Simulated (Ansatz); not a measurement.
# Ru2C5: the cost of one run

Program: Ansatz 0.2.0. Level of theory: DFT PBE, scalar-relativistic, plane waves, PAW, unless a step names another level. These are calculated values, not measurements.

1 further run of the same task is left out (it didn't finish).

## 1. The system as given

The structure is trigonal, space group P-3m1 (No. 164). The conventional cell has a = 2.534 Å, b = 2.534 Å, c = 32.537 Å, α = 90.00°, β = 90.00°, γ = 120.00°. Ru (site symmetry 3m) is surrounded by 12 Ru at 2.53 to 2.65 Å. Ru (site symmetry 3m) is surrounded by 9 Ru at 2.53 to 2.63 Å. C (site symmetry 3m) has 3 C at 1.46 Å as nearest neighbours.

Structure file:

```
Ru C
1.0
     2.53412    0.00000    0.00000
    -1.26706    2.19462    0.00000
     0.00000    0.00000   32.53684
Ru C
4 10
Cartesian
  1.2671 0.7315 31.4318
  0.0000 1.4631 29.2479
  0.0000 1.4631 1.1051
  1.2671 0.7315 3.2889
  0.0000 1.4631 16.2683
  1.2671 0.7315 16.2686
  0.0000 0.0000 20.4689
  1.2671 0.7315 20.4688
  0.0000 0.0000 12.0680
  0.0000 1.4631 12.0680
  1.2671 0.7315 24.7045
  0.0000 1.4631 24.7049
  0.0000 1.4631 7.8323
  1.2671 0.7315 7.8319
```

It came out lowest among 26 distinct ends of the trial cells. At a tolerance of 0.05 Å it has space group P-3m1 (No. 164).

## 2. Relaxing to 0.001 eV/Å, on the response runs' mesh and smearing

The input, input.yaml:

```yaml
crystal:
  lattice:
    - [2.5341243517, 0.0, 0.0]
    - [-1.2670621759, 2.1946160649, 0.0]
    - [0.0, 0.0, 32.5368412254]
  atoms:
    - { symbol: Ru, position: [0.6666666667, 0.3333333333, 0.9660367141] }
    - { symbol: Ru, position: [0.3333333333, 0.6666666667, 0.8989165331] }
    - { symbol: Ru, position: [0.3333333333, 0.6666666667, 0.0339632859] }
    - { symbol: Ru, position: [0.6666666667, 0.3333333333, 0.1010834669] }
    - { symbol: C, position: [0.3333333333, 0.6666666667, 0.4999957243] }
    - { symbol: C, position: [0.6666666667, 0.3333333333, 0.5000042757] }
    - { symbol: C, position: [0.0, 0.0, 0.6290978532] }
    - { symbol: C, position: [0.6666666667, 0.3333333333, 0.6290961941] }
    - { symbol: C, position: [0.0, 0.0, 0.3709021468] }
    - { symbol: C, position: [0.3333333333, 0.6666666667, 0.3709038059] }
    - { symbol: C, position: [0.6666666667, 0.3333333333, 0.7592785973] }
    - { symbol: C, position: [0.3333333333, 0.6666666667, 0.759290658] }
    - { symbol: C, position: [0.3333333333, 0.6666666667, 0.2407214027] }
    - { symbol: C, position: [0.6666666667, 0.3333333333, 0.240709342] }
basis:
  ecutwfc: 420
kpoints:
  mp_grid: { grid: [12, 12, 1] }
hamiltonian:
  xc: pbe
scf:
  occupations: { method: gaussian, width: 0.1 }
output:
  forces: true
  stress: true
  eigenvalues: true
relax:
  adjacent_minimum: "off"
  f_tol: 0.001
  max_steps: 60
  cell: { stress_tol: 0.01 }
```

Started as:

```sh
ansatz run input.yaml --threads 3 --pin off --max-ram 7680MiB --backend cpu --events-out ev --progress --plain --runs-dir out
```

What time and memory should one allow on 3 threads of Intel Xeon Platinum 8259CL at 2.50GHz (Skylake/Cascade Lake), shared host?

About 2.5 min, with a peak of 0.71 GiB.
